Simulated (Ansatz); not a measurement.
# LuHfO: one candidate of a structure search, part 2 of 2

Aim: relax a trial structure of LuHfO and see where it ends.

Ansatz 0.2.0; DFT PBE, scalar-relativistic, plane waves, PAW.

### Step 4. Final relaxation

The end of the coarse run is made exact in the group found at a tolerance of 0.06 Å and reduced to its primitive cell.

Input file input.yaml:

```yaml
crystal:
  lattice:
    - [3.3911513217, 0.0, 0.0]
    - [0.0, 3.3911513217, 0.0]
    - [0.0, 0.0, 4.3741220747]
  atoms:
    - { symbol: Lu, position: [0.0, 0.0, 0.0] }
    - { symbol: Hf, position: [0.5, 0.5, 0.5] }
    - { symbol: O, position: [0.5, 0.5, 0.0] }
basis:
  ecutwfc: 420
kpoints:
  mp_grid: { grid: [14, 14, 10] }
hamiltonian:
  xc: pbe
scf:
  occupations: { method: gaussian, width: 0.1 }
output:
  forces: true
  stress: true
  eigenvalues: true
relax:
  adjacent_minimum: "off"
  f_tol: 0.01
  max_steps: 80
  cell: { stress_tol: 0.05 }
```

The run is started by

```bash
ansatz run input.yaml --threads 1 --pin off --max-ram 2560MiB --backend cpu --events-out ev --progress --plain --runs-dir out
```

The program printed:

```text
Warning: RAYON_NUM_THREADS=1 ignored (pool sized by the plan → 1); use --threads N
Engine: ansatz 0.2.0, x86_64-unknown-linux-gnu
Pseudopotentials: kind: paw
Pseudopotential: Lu, paw, valence charge 25, recommended cutoff 420 eV (normal), Lu.paw.azcp
Pseudopotential: Hf, paw, valence charge 26, recommended cutoff 420 eV (normal), Hf.paw.azcp
Pseudopotential: O, paw, valence charge 6, recommended cutoff 420 eV (normal), O.paw.azcp
Functional definition: PBE
  parameter kappa = 0.804
  parameter beta = 0.06672455060314922
  exchange = pbe_x(kappa = kappa, mu = beta*pi^2/3)
  correlation = pbe_c(beta = beta)
Crystal: 3 atoms, lattice volume = 50.302 Å³
Basis set: ecut = 420 eV, 1011 PW (Γ), exchange–correlation on 48×48×60 points (8 copies of the dense FFT grid, shifted against one another)
Bands: 35, of which v1, the nominal top of the filled ones, is band 29 counted from 1 (28 counted from 0)
Symmetry: 16 space group operations
Space group: P4/mmm (ITA 123), of the structure as read, at distance tolerance 3.7e-5 Å
k-points: 216 of 1960
Non-local potential: Lu, projectors of the file, l = 0: 3, l = 1: 2, l = 2: 2, l = 3: 3
Non-local potential: Hf, projectors of the file, l = 0: 3, l = 1: 2, l = 2: 2, l = 3: 3
Non-local potential: O, projectors of the file, l = 0: 2, l = 1: 2, l = 2: 1
PAW form: soft (Blöchl's): semilocal exchange-correlation on the pseudo side does not see the compensation charge
PAW one-centre angular grid: Lu, 590 points (default); XC on 64 Gauss nodes
PAW one-centre angular grid: Hf, 590 points (default); XC on 64 Gauss nodes
PAW one-centre angular grid: O, 110 points (default); XC on 64 Gauss nodes
Initial density: superposition of atomic densities (neutral atoms: chi_scale 0, normalization atom), corrected by the library's trained network
Initial wavefunctions: pseudopotential atomic-orbital guess
Functional: x = pbe(κ = 0.804, μ = 0.2195149727645171), c = pbe(β = 0.06672455060314922)
SCF iter   1: F=—  HF=-31023.847720 eV  |F-HF|=—  |Δ(HF+E_count)|=         —  Δρ=6.06e-3  dr2=1.22e-2  ethr=1.77e-3  ⟨swp⟩=5.2  Hψ=33436  notcnv=0
preconditioner: auto → Kerker (q_TF=auto, 2.786 Å⁻¹)  [metal: Δε(μ)=0.004 eV  Ē_g=15.916 eV  σ=0.100 eV  W_gap=0.02  n_scr=18 (ndim 8)  ℏωp=38.1 eV  f_vac=0.000  D(μ)=1.50/eV (n_scr^D=6)]
SCF iter   2: F=—  HF=-31023.842784 eV  |F-HF|=—  |Δ(HF+E_count)|=   4.94e-3  Δρ=3.49e-3  dr2=4.51e-3  ethr=2.14e-5  ⟨swp⟩=2.1  Hψ=15771  notcnv=0  defer=1
SCF iter   3: F=—  HF=-31023.842547 eV  |F-HF|=—  |Δ(HF+E_count)|=   2.37e-4  Δρ=1.20e-3  dr2=8.37e-4  ethr=7.91e-6  ⟨swp⟩=2.1  Hψ=13019  notcnv=0  defer=1
SCF iter   4: F=—  HF=-31023.842438 eV  |F-HF|=—  |Δ(HF+E_count)|=   1.09e-4  Δρ=9.12e-4  dr2=3.00e-4  ethr=1.47e-6  ⟨swp⟩=3.0  Hψ=14890  notcnv=0  defer=2
SCF iter   5: F=—  HF=-31023.842238 eV  |F-HF|=—  |Δ(HF+E_count)|=   2.00e-4  Δρ=5.09e-4  dr2=6.42e-5  ethr=5.26e-7  ⟨swp⟩=3.0  Hψ=16300  notcnv=0  defer=1
SCF iter   6: F=—  HF=-31023.842324 eV  |F-HF|=—  |Δ(HF+E_count)|=   8.53e-5  Δρ=1.83e-4  dr2=1.89e-5  ethr=1.13e-7  ⟨swp⟩=2.0  Hψ=12834  notcnv=0  defer=2
SCF iter   7: F=—  HF=-31023.842315 eV  |F-HF|=—  |Δ(HF+E_count)|=   8.51e-6  Δρ=6.45e-5  dr2=1.13e-6  ethr=3.31e-8  ⟨swp⟩=2.3  Hψ=13085  notcnv=0  defer=2
SCF iter   8: F=—  HF=-31023.842316 eV  |F-HF|=—  |Δ(HF+E_count)|=   5.17e-7  Δρ=3.84e-5  dr2=4.92e-7  ethr=1.98e-9  ⟨swp⟩=2.9  Hψ=14897  notcnv=0  defer=1
SCF iter   9: F=-31023.842316 eV  HF=-31023.842316 eV  |F-HF|=5.71e-8  |Δ(HF+E_count)|=   2.00e-9  Δρ=1.04e-5  dr2=8.03e-8  ethr=1.75e-10  ⟨swp⟩=10.9  Hψ=51708  notcnv=0
SCF 1 converged in 9 iterations: F = -31023.842316 eV  dr2 = 8.03e-8
relax step   1: F+E_penalty+E_count = -31023.84231554 eV  Δ(F+E_penalty+E_count) = +0.000e0 eV  max|allowed force component| = 1.367e-29 eV/Å  Δτ_max = 0.0000 Å  P = -0.082 GPa  Ω = 50.302 Å³  (9 SCF iters, dr2 threshold 1.00e-7 eV, accepted)
Crystal: 3 atoms, lattice volume = 50.192 Å³
Initial density: handed on by an earlier stage of this run
Initial wavefunctions: those handed on with the density
iter 1 solved again at ethr=3.61e-8 eV; its pass at ethr=3.10e-3 eV (dr2=2.05e-5 eV) is discarded
SCF iter   1: F=—  HF=-31023.842622 eV  |F-HF|=—  |Δ(HF+E_count)|=         —  Δρ=2.49e-4  dr2=1.62e-5  ethr=3.61e-8  ⟨swp⟩=3.9  Hψ=44887  notcnv=0
preconditioner: auto → Kerker (q_TF=auto, 2.787 Å⁻¹)  [metal: Δε(μ)=0.007 eV  Ē_g=15.929 eV  σ=0.100 eV  W_gap=0.04  n_scr=18 (ndim 8)  ℏωp=38.2 eV  f_vac=0.000  D(μ)=1.52/eV (n_scr^D=6)]
SCF iter   2: F=—  HF=-31023.842710 eV  |F-HF|=—  |Δ(HF+E_count)|=   8.78e-5  Δρ=1.37e-4  dr2=5.31e-6  ethr=2.85e-8  ⟨swp⟩=2.0  Hψ=12853  notcnv=0
SCF iter   3: F=—  HF=-31023.842710 eV  |F-HF|=—  |Δ(HF+E_count)|=   3.68e-7  Δρ=6.43e-5  dr2=1.16e-6  ethr=9.32e-9  ⟨swp⟩=2.0  Hψ=13052  notcnv=0
SCF iter   4: F=—  HF=-31023.842709 eV  |F-HF|=—  |Δ(HF+E_count)|=   9.89e-7  Δρ=2.43e-5  dr2=2.66e-7  ethr=2.03e-9  ⟨swp⟩=3.0  Hψ=17287  notcnv=0
SCF iter   5: F=-31023.842709 eV  HF=-31023.842709 eV  |F-HF|=1.59e-8  |Δ(HF+E_count)|=   4.72e-8  Δρ=1.34e-5  dr2=5.20e-8  ethr=4.00e-10  ⟨swp⟩=7.9  Hψ=43558  notcnv=0
SCF 2 converged in 5 iterations: F = -31023.842709 eV  dr2 = 5.20e-8
relax step   2: F+E_penalty+E_count = -31023.84270868 eV  Δ(F+E_penalty+E_count) = -3.931e-4 eV  max|allowed force component| = 3.681e-30 eV/Å  Δτ_max = 0.0000 Å  P = +0.125 GPa  Ω = 50.192 Å³  energy of the carried Pulay correction = +1.737e-4 eV  (5 SCF iters, dr2 threshold 2.28e-7 eV, accepted)
Crystal: 3 atoms, lattice volume = 50.371 Å³
Basis set: ecut = 420 eV, 1007 PW (Γ), exchange–correlation on 48×48×60 points (8 copies of the dense FFT grid, shifted against one another)
iter 1 solved again at ethr=7.27e-7 eV; its pass at ethr=3.10e-3 eV (dr2=4.15e-4 eV) is discarded
SCF iter   1: F=—  HF=-31023.841855 eV  |F-HF|=—  |Δ(HF+E_count)|=         —  Δρ=7.02e-4  dr2=3.66e-4  ethr=7.27e-7  ⟨swp⟩=3.0  Hψ=44709  notcnv=0
preconditioner: auto → Kerker (q_TF=auto, 2.785 Å⁻¹)  [metal: Δε(μ)=0.026 eV  Ē_g=15.922 eV  σ=0.100 eV  W_gap=0.14  n_scr=18 (ndim 8)  ℏωp=38.1 eV  f_vac=0.000  D(μ)=1.53/eV (n_scr^D=14)]
SCF iter   2: F=—  HF=-31023.841802 eV  |F-HF|=—  |Δ(HF+E_count)|=   5.28e-5  Δρ=4.13e-4  dr2=1.38e-4  ethr=6.42e-7  ⟨swp⟩=1.6  Hψ=8271  notcnv=0
SCF iter   3: F=—  HF=-31023.841900 eV  |F-HF|=—  |Δ(HF+E_count)|=   9.76e-5  Δρ=2.25e-4  dr2=3.46e-5  ethr=2.42e-7  ⟨swp⟩=2.3  Hψ=14090  notcnv=0
SCF iter   4: F=—  HF=-31023.841867 eV  |F-HF|=—  |Δ(HF+E_count)|=   3.24e-5  Δρ=1.07e-4  dr2=7.49e-6  ethr=6.07e-8  ⟨swp⟩=3.0  Hψ=17125  notcnv=0
SCF iter   5: F=—  HF=-31023.841866 eV  |F-HF|=—  |Δ(HF+E_count)|=   1.33e-6  Δρ=5.09e-5  dr2=1.72e-6  ethr=1.31e-8  ⟨swp⟩=2.2  Hψ=13867  notcnv=0
SCF iter   6: F=—  HF=-31023.841866 eV  |F-HF|=—  |Δ(HF+E_count)|=   3.97e-7  Δρ=2.51e-5  dr2=3.90e-7  ethr=3.02e-9  ⟨swp⟩=2.5  Hψ=13687  notcnv=0
SCF iter   7: F=-31023.841865 eV  HF=-31023.841865 eV  |F-HF|=5.74e-8  |Δ(HF+E_count)|=   4.02e-7  Δρ=9.02e-6  dr2=6.76e-8  ethr=4.99e-10  ⟨swp⟩=8.4  Hψ=45191  notcnv=0
SCF 3 converged in 7 iterations: F = -31023.841865 eV  dr2 = 6.76e-8
relax step   3: F+E_penalty+E_count = -31023.84186525 eV  Δ(F+E_penalty+E_count) = +8.434e-4 eV  max|allowed force component| = 3.182e-29 eV/Å  Δτ_max = 0.0000 Å  P = -0.533 GPa  Ω = 50.371 Å³  energy of the carried Pulay correction = -2.168e-4 eV  (7 SCF iters, dr2 threshold 2.85e-7 eV, rejected (line search))
Crystal: 3 atoms, lattice volume = 50.213 Å³
iter 1 solved again at ethr=3.80e-7 eV; its pass at ethr=3.10e-3 eV (dr2=2.16e-4 eV) is discarded
SCF iter   1: F=—  HF=-31023.842675 eV  |F-HF|=—  |Δ(HF+E_count)|=         —  Δρ=4.86e-4  dr2=1.85e-4  ethr=3.80e-7  ⟨swp⟩=3.0  Hψ=43582  notcnv=0
preconditioner: auto → Kerker (q_TF=auto, 2.787 Å⁻¹)  [metal: Δε(μ)=0.012 eV  Ē_g=15.927 eV  σ=0.100 eV  W_gap=0.07  n_scr=18 (ndim 8)  ℏωp=38.1 eV  f_vac=0.000  D(μ)=1.52/eV (n_scr^D=6)]
SCF iter   2: F=—  HF=-31023.842649 eV  |F-HF|=—  |Δ(HF+E_count)|=   2.63e-5  Δρ=2.82e-4  dr2=6.47e-5  ethr=3.25e-7  ⟨swp⟩=2.4  Hψ=10990  notcnv=0
SCF iter   3: F=—  HF=-31023.842737 eV  |F-HF|=—  |Δ(HF+E_count)|=   8.84e-5  Δρ=1.52e-4  dr2=1.95e-5  ethr=1.13e-7  ⟨swp⟩=2.1  Hψ=12742  notcnv=0
SCF iter   4: F=—  HF=-31023.842721 eV  |F-HF|=—  |Δ(HF+E_count)|=   1.63e-5  Δρ=6.99e-5  dr2=3.43e-6  ethr=3.43e-8  ⟨swp⟩=3.0  Hψ=14853  notcnv=0
SCF iter   5: F=—  HF=-31023.842723 eV  |F-HF|=—  |Δ(HF+E_count)|=   1.65e-6  Δρ=3.78e-5  dr2=1.00e-6  ethr=6.01e-9  ⟨swp⟩=2.0  Hψ=13229  notcnv=0
SCF iter   6: F=—  HF=-31023.842723 eV  |F-HF|=—  |Δ(HF+E_count)|=   2.44e-7  Δρ=1.23e-5  dr2=1.01e-7  ethr=1.75e-9  ⟨swp⟩=2.0  Hψ=12447  notcnv=0
SCF iter   7: F=—  HF=-31023.842722 eV  |F-HF|=—  |Δ(HF+E_count)|=   8.78e-8  Δρ=7.59e-6  dr2=2.97e-8  ethr=1.77e-10  ⟨swp⟩=2.9  Hψ=14687  notcnv=0
SCF iter   8: F=—  HF=-31023.842722 eV  |F-HF|=—  |Δ(HF+E_count)|=   1.74e-9  Δρ=2.89e-6  dr2=5.22e-9  ethr=5.20e-11  ⟨swp⟩=2.7  Hψ=14239  notcnv=0
SCF iter   9: F=—  HF=-31023.842722 eV  |F-HF|=—  |Δ(HF+E_count)|=   1.64e-9  Δρ=7.72e-7  dr2=3.23e-10  ethr=9.15e-12  ⟨swp⟩=2.1  Hψ=13328  notcnv=0
SCF iter  10: F=-31023.842722 eV  HF=-31023.842722 eV  |F-HF|=1.09e-11  |Δ(HF+E_count)|=  1.64e-10  Δρ=2.26e-7  dr2=2.47e-11  ethr=1.00e-12  ⟨swp⟩=7.5  Hψ=58749  notcnv=0
SCF 4 converged in 10 iterations: F = -31023.842722 eV  dr2 = 2.47e-11
relax step   4: F+E_penalty+E_count = -31023.84272243 eV  Δ(F+E_penalty+E_count) = -1.375e-5 eV  max|allowed force component| = 5.391e-30 eV/Å  Δτ_max = 0.0000 Å  P = -0.004 GPa  Ω = 50.213 Å³  energy of the carried Pulay correction = +1.112e-4 eV  (10 SCF iters, accepted)
Initial wavefunctions: pseudopotential atomic-orbital guess (no wavefunctions were taken with the density)
iter 1 solved again at ethr=7.96e-7 eV; its pass at ethr=3.10e-3 eV (dr2=4.54e-4 eV) is discarded
SCF iter   1: F=—  HF=-31023.842532 eV  |F-HF|=—  |Δ(HF+E_count)|=         —  Δρ=2.17e-5  dr2=6.26e-8  ethr=7.96e-7  ⟨swp⟩=3.9  Hψ=57044  notcnv=0
eigensolver tolerance schedule: the retry pair's looser diagonalisation over-reported the residual by 7250.89 of it (diagonalisation noise at an unbounded share of the residual, at the tolerance the schedule requests for it); recorded, not acted on — ethr = c·dr2/N_el stays at c = 1.0e-1
preconditioner: auto → Kerker (q_TF=auto, 2.787 Å⁻¹)  [metal: Δε(μ)=0.017 eV  Ē_g=15.928 eV  σ=0.100 eV  W_gap=0.09  n_scr=18 (ndim 8)  ℏωp=38.1 eV  f_vac=0.000  D(μ)=1.52/eV (n_scr^D=6)]
SCF iter   2: F=—  HF=-31023.842626 eV  |F-HF|=—  |Δ(HF+E_count)|=   9.46e-5  Δρ=1.33e-5  dr2=2.83e-8  ethr=1.10e-10  ⟨swp⟩=4.8  Hψ=26785  notcnv=0
SCF iter   3: F=—  HF=-31023.842626 eV  |F-HF|=—  |Δ(HF+E_count)|=   1.08e-8  Δρ=8.52e-6  dr2=7.08e-9  ethr=4.97e-11  ⟨swp⟩=2.0  Hψ=10113  notcnv=0
SCF iter   4: F=—  HF=-31023.842626 eV  |F-HF|=—  |Δ(HF+E_count)|=   1.53e-8  Δρ=2.75e-6  dr2=1.16e-9  ethr=1.24e-11  ⟨swp⟩=2.0  Hψ=13435  notcnv=0
SCF iter   5: F=—  HF=-31023.842626 eV  |F-HF|=—  |Δ(HF+E_count)|=  3.20e-10  Δρ=7.15e-7  dr2=1.30e-10  ethr=2.04e-12  ⟨swp⟩=3.0  Hψ=17465  notcnv=0
SCF iter   6: F=-31023.842626 eV  HF=-31023.842626 eV  |F-HF|=7.28e-12  |Δ(HF+E_count)|=  6.55e-11  Δρ=2.03e-7  dr2=1.04e-11  ethr=1.00e-12  ⟨swp⟩=9.8  Hψ=55731  notcnv=0
SCF 5 converged in 6 iterations: F = -31023.842626 eV  dr2 = 1.04e-11
relax step   5: F+E_penalty+E_count = -31023.84262648 eV  Δ(F+E_penalty+E_count) = +9.595e-5 eV  max|allowed force component| = 5.785e-30 eV/Å  Δτ_max = 0.0000 Å  P = -0.008 GPa  Ω = 50.213 Å³  stress off target by 8.04e-3 GPa  SCF on the basis re-selected at this cell (its energy is not comparable with the rows above)  (6 SCF iters)
basis re-selected at this cell: Δ(F+E_penalty+E_count) = +9.595e-5 eV, ΔP = -0.004 GPa vs the last step (what re-selecting the basis moved, of the pressure what is left beyond the Pulay correction that the steps carried, after the strain that the cell walked since its last selection, with what the two solves' SCF thresholds leave and, on support functions, any second-order correction that the steps lacked; it is no measure of the basis error at this ecutwfc). This SCF's stress stands 8.04e-3 GPa from its target on what of the cell is left free (relax.cell.stress_tol is 5.00e-2 GPa) and its largest allowed force component is 5.78e-30 eV/Å (relax.f_tol is 1.00e-2 eV/Å): within both
SCF converged after 6 iterations
Free energy (F): -31023.842626 eV
Harris-Foulkes:  -31023.842626 eV  (|F-HF|=7.28e-12)
Internal energy: -31023.835015 eV  (E = F + TS)
E sigma→0 (E₀):  -31023.838821 eV
Entropy (-TS):   -0.007612 eV (-2.537 meV/atom)
Fermi energy:    18.789893 eV
--- Per-component energies (eV) ---
  E_band       = 159.375062
  E_kinetic    = 1021.791350
  E_local      = -11492.671704  (includes V_loc(G=0)·N_el)
  E_nonlocal   = -621.006741
  E_hartree    = 5065.872932
  E_xc         = -593.852770
  E_vxc        = -621.234648  (∫ρ·V_xc dr)
  E_paw        = -14459.189858  (= ΣΔE_a)
  E_vpaw       = 1740.748306  (= ΣTr[D̂ρ^β])
  E_aug_tail   = 0.002490  (compensation charges beyond the density's cutoff)
  E_ewald      = -9944.780713
  E_smearing   = -0.007612  (= −TS)
  E_closure    = 0.000000  (closes the sum)
  Σ components = -31023.842626   (vs F -31023.842626, Δ=0.00e0)
--- Forces (eV/Å), atoms counted from 1 ---
  atom   1  Lu     0.00000000    -0.00000000     0.00000000
  atom   2  Hf     0.00000000     0.00000000     0.00000000
  atom   3  O      0.00000000    -0.00000000     0.00000000
  max |Σ_I F_I| component: 3.16e-30 eV/Å
--- Stress (GPa, compression-positive) ---
       -0.008041       0.000000       0.000000
        0.000000      -0.008041       0.000000
        0.000000       0.000000      -0.007491
  P = ⅓ Tr σ = -0.0079 GPa (-0.079 kbar)
--- Band table (eV; the first three rows and the last of 216) ---
  k-point 0: bands = ["-43.3473", "-37.4171", "-12.3291", "-11.8349", "-11.8349", "-8.1256", "-8.1256", "-7.9980", "-2.3140", "6.6367", "6.6841", "6.6841", "6.7037", "6.7077", "6.7553", "6.7553", "12.7668", "12.7668", "12.9115", "13.3589", "13.7877", "13.8330", "13.8565", "13.8565", "14.0083", "14.3834", "14.3834", "16.5894", "19.7045", "19.7045", "20.7220", "20.9719", "21.8538", "23.0328", "23.8038"]
  k-point 1: bands = ["-43.3473", "-37.4171", "-12.3378", "-11.8342", "-11.8342", "-8.1264", "-8.1264", "-8.0042", "-2.2589", "6.6408", "6.6851", "6.6851", "6.7037", "6.7075", "6.7553", "6.7553", "12.6225", "12.7458", "12.7458", "13.5280", "13.7852", "13.8325", "13.8565", "13.8565", "14.0118", "14.3703", "14.3703", "16.6580", "19.8315", "19.8315", "20.5438", "20.8340", "21.9045", "22.8473", "24.0653"]
  k-point 2: bands = ["-43.3472", "-37.4171", "-12.3602", "-11.8323", "-11.8323", "-8.1288", "-8.1288", "-8.0202", "-2.1126", "6.6528", "6.6876", "6.6876", "6.7035", "6.7070", "6.7552", "6.7552", "12.0395", "12.6911", "12.6911", "13.7701", "13.7787", "13.8312", "13.8566", "13.8566", "14.1022", "14.3391", "14.3391", "16.8612", "20.0783", "20.1895", "20.1895", "20.3498", "22.0538", "22.5408", "24.2440"]
  k-point 215: bands = ["-43.3307", "-37.3874", "-12.3689", "-12.0249", "-12.0249", "-8.4674", "-8.4674", "-7.9745", "-1.5756", "6.6857", "6.6857", "6.6920", "6.7204", "6.7301", "6.7504", "6.7504", "11.1143", "12.2630", "12.2630", "13.7665", "13.7665", "13.8531", "13.8616", "13.8785", "13.8785", "13.9199", "17.5229", "18.3153", "18.3153", "20.5671", "20.5671", "22.2739", "23.3332", "24.2508", "25.2432"]
--- Relaxed structure (4 steps of the walk, 3 accepted, 1 SCFs on fresh bases) ---
  F+E_penalty+E_count = -31023.84262648 eV   max|allowed force component| = 5.785e-30 eV/Å   (the final SCF, on the basis selected at the relaxed cell)
  cell:  # Å, volume = 50.2131 Å³
    - [3.3839220885281853, -6.634739005170028e-35, 0.0]
    - [-6.634739005170028e-35, 3.3839220885281853, 0.0]
    - [0.0, 0.0, 4.385068153307255]
  atoms:
    - { symbol: Lu, position: [6.747842996441652e-37, -1.8400582143550223e-37, 0.0] }
    - { symbol: Hf, position: [0.5, 0.5, 0.5] }
    - { symbol: O, position: [0.5, 0.5, 0.0] }
```

Run time: 2 min. Hardware: 1 thread of Intel Xeon at 2.70GHz, shared host; peak memory 0.62 GiB.

Relaxation path:

| step | energy from step 1 (eV/cell) | largest force component (eV/Å) | pressure (GPa) | volume (Å³) |
| --- | --- | --- | --- | --- |
| 1 | 0.0000 | 0.0000 | -0.08 | 50.30 |
| 2 | -0.0004 | 0.0000 | 0.12 | 50.19 |
| 3 | 0.0005 | 0.0000 | -0.53 | 50.37 |
| 4 | -0.0004 | 0.0000 | 0.00 | 50.21 |
| 5 | -0.0003 | 0.0000 | -0.01 | 50.21 |

Step 1 is the start. Step 5 repeats the geometry before it on a plane-wave basis chosen anew for that cell, so its energy need not be comparable with the rows above. Step 3 was tried and not accepted.

|  | before | after | change |
| --- | --- | --- | --- |
| a (Å) | 3.391 | 3.384 | -0.2 % |
| b (Å) | 3.391 | 3.384 | -0.2 % |
| c (Å) | 4.374 | 4.385 | +0.3 % |
| volume (Å³/atom) | 16.77 | 16.74 | -0.2 % |
| shortest distance (Å) | 2.187 | 2.193 | +0.3 % |
| space group (0.01 Å) | P4/mmm | P4/mmm | same |

The run keeps the 16 symmetry operations of the start, so it could not have lowered the symmetry.

### Step 5. Changing settings: mixing.algorithm anderson, mixing.beta 0.3

Input file input.yaml:

```yaml
crystal:
  lattice:
    - [3.3839220885, 0.0, 0.0]
    - [0.0, 3.3839220885, 0.0]
    - [0.0, 0.0, 4.3850681533]
  atoms:
    - { symbol: Lu, position: [0.0, 0.0, 0.0] }
    - { symbol: Hf, position: [0.5, 0.5, 0.5] }
    - { symbol: O, position: [0.5, 0.5, 0.0] }
basis:
  ecutwfc: 420
kpoints:
  mp_grid: { grid: [14, 14, 10] }
hamiltonian:
  xc: pbe
scf:
  occupations: { method: gaussian, width: 0.1 }
  mixing: { algorithm: anderson, beta: 0.3 }
output:
  forces: true
  eigenvalues: true
  stress: true
```

The run is started by

```bash
ansatz run input.yaml --threads 1 --pin off --max-ram 2560MiB --backend cpu --events-out ev --progress --plain --runs-dir out
```

The program printed (excerpt; [...] marks lines left out):

```text
Warning: RAYON_NUM_THREADS=1 ignored (pool sized by the plan → 1); use --threads N
[...]
[... 5 set-up lines as earlier in the session ...]
[...]
Crystal: 3 atoms, lattice volume = 50.213 Å³
Basis set: ecut = 420 eV, 1007 PW (Γ), exchange–correlation on 48×48×60 points (8 copies of the dense FFT grid, shifted against one another)
Bands: 35, of which v1, the nominal top of the filled ones, is band 29 counted from 1 (28 counted from 0)
[... 2 set-up lines as earlier in the session ...]
k-points: 216 of 1960
[...]
SCF iter  10: F=-31023.842626 eV  HF=-31023.842627 eV  |F-HF|=1.27e-7  |Δ(HF+E_count)|=   2.92e-9  Δρ=1.08e-5  dr2=9.11e-8  ethr=1.75e-10  ⟨swp⟩=10.5  Hψ=49682  notcnv=0
[...]
SCF converged after 10 iterations
Stability not checked: this state was not tested for a lower state beside it, because the mixer in use, unlike msr1, does not test its closes by its own steps (another_mixer; see scf.mixing.algorithm and scf.lower_state_search)
Free energy (F): -31023.842626 eV
[...]
E sigma→0 (E₀):  -31023.838821 eV
Entropy (-TS):   -0.007611 eV (-2.537 meV/atom)
Fermi energy:    18.789894 eV
[...]
--- Forces (eV/Å), atoms counted from 1 ---
  atom   1  Lu    -0.00000000    -0.00000000     0.00000000
  atom   2  Hf     0.00000000    -0.00000000     0.00000000
  atom   3  O      0.00000000     0.00000000     0.00000000
[...]
--- Stress (GPa, compression-positive) ---
       -0.007314       0.000000       0.000000
        0.000000      -0.007314       0.000000
        0.000000       0.000000      -0.008156
  P = ⅓ Tr σ = -0.0076 GPa (-0.076 kbar)
--- Band table (eV; the first three rows and the last of 216) ---
[...]
```

Run time: 21 s. Hardware: 1 thread of Intel Xeon at 2.70GHz, shared host; peak memory 0.58 GiB.

| run | ending | energy change | pressure (GPa) | gap (eV) | force (eV/Å) | cycles | time |
| --- | --- | --- | --- | --- | --- | --- | --- |
| step 4 | converged | 0 | 0.0 | 0.00 | 0.00 | - | 2 min |
| variant | converged | 0.0 meV/atom | 0.0 | 0.00 | 0.00 | 10 | 21 s |

With the changed mixing the energy agrees within 0.5 meV/atom.

### Step 6. Outcome

What follows sums up all 2 parts. Changes of volume or cell count from the first structure of part 1.

| quantity | value |
| --- | --- |
| symmetry at the end (tolerance 0.05 Å) | space group P4/mmm (No. 123) |
| conventional cell | a = 3.384 Å, b = 3.384 Å, c = 4.385 Å, α = 90.00°, β = 90.00°, γ = 90.00° |
| volume | 16.74 Å³/atom |
| energy over the elements (uncorrected; H, N, O, F and Cl as molecules) | -1.69 eV/atom |
| gap on the mesh | none (metal) |

**Reading.** The space group P4/mmm (No. 123) is kept, and the volume per atom grows by 4.4 % from the first guess. A negative formation energy is needed for stability but isn't enough; other structures and compounds were not set against it here. No finished test with a distortion of lower symmetry is shown, so the end may be a saddle point. The runs treat Hf, Lu without spin-orbit coupling. Spin polarisation is off in the runs that give these values; a magnetic solution could lie lower.
